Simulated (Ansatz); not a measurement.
# BF2H7N2O: the cost of one run

Program: Ansatz 0.2.0. Level of theory: RKS CAM-B3LYP-D4/6-31G. These are calculated values, not measurements.

## (1) The system as given

Bond lengths: B1–O2 1.745 Å, B1–F3 1.329 Å, B1–F4 1.340 Å, B1–N6 1.800 Å, O2–H9 0.959 Å, N6–H10 1.010 Å, N6–H11 1.010 Å, N8–H12 1.007 Å, N8–H13 1.006 Å. Angles: B1–O2–H9 103.7°, O2–B1–F3 108.7°, O2–B1–F4 106.5°, O2–B1–N6 105.0°, F3–B1–F4 117.1°, F3–B1–N6 110.0°, F4–B1–N6 109.0°, B1–N6–H10 108.1°, B1–N6–H11 108.0°, H10–N6–H11 110.3°, H12–N8–H13 111.3°.

Structure file:

```xyz
13

B    -0.9981    0.3216   -1.0095
O    -1.1771   -1.0564    0.0456
F    -1.1521   -0.0822   -2.2659
F    -1.8463    1.2563   -0.5607
H     1.0808    0.2477    0.3640
N     0.6901    0.8904   -0.7489
H    -0.1557   -1.0134    0.8172
N     1.0030   -0.6359    1.3665
H    -1.9590   -0.8479    0.5611
H     1.2373    0.6272   -1.5555
H     0.6697    1.8959   -0.6527
H     0.9057   -0.2428    2.2880
H     1.7015   -1.3603    1.3507
```

## (2) Pulling towards end A

Springs on the bonds that form and break draw the guess towards this end; the thresholds are loose.

input.yaml

```yaml
crystal:
  periodic: [false, false, false]
  atoms:
    - { symbol: B, position_ang: [-0.9981, 0.3216, -1.0095] }
    - { symbol: O, position_ang: [-1.1771, -1.0564, 0.0456] }
    - { symbol: F, position_ang: [-1.1521, -0.0822, -2.2659] }
    - { symbol: F, position_ang: [-1.8463, 1.2563, -0.5607] }
    - { symbol: H, position_ang: [1.0808, 0.2477, 0.364] }
    - { symbol: "N", position_ang: [0.6901, 0.8904, -0.7489] }
    - { symbol: H, position_ang: [-0.1557, -1.0134, 0.8172] }
    - { symbol: "N", position_ang: [1.003, -0.6359, 1.3665] }
    - { symbol: H, position_ang: [-1.959, -0.8479, 0.5611] }
    - { symbol: H, position_ang: [1.2373, 0.6272, -1.5555] }
    - { symbol: H, position_ang: [0.6697, 1.8959, -0.6527] }
    - { symbol: H, position_ang: [0.9057, -0.2428, 2.288] }
    - { symbol: H, position_ang: [1.7015, -1.3603, 1.3507] }
basis:
  gaussian: { orbitals: "6-31G" }
hamiltonian:
  xc: cam_b3lyp
  dispersion: d4
relax:
  f_tol: 0.15
  max_steps: 25
  restrain:
    - { distance: [0, 5], at: 2.85, k: 30.0 }
    - { distance: [4, 7], at: 2.32, k: 30.0 }
    - { distance: [6, 1], at: 2.27, k: 30.0 }
    - { distance: [0, 1], at: 1.5, k: 30.0 }
    - { distance: [4, 5], at: 1.02, k: 30.0 }
    - { distance: [6, 7], at: 1.02, k: 30.0 }
```

Run with:

```console
ansatz run input.yaml --threads 2 --pin off --max-ram 3072MiB --backend cpu --events-out ev --progress --plain --runs-dir out
```

What time and memory should one allow on 2 threads of Intel Xeon Platinum 8488C (Sapphire Rapids), shared host?

About 32 s, with a peak of 0.2 GiB.
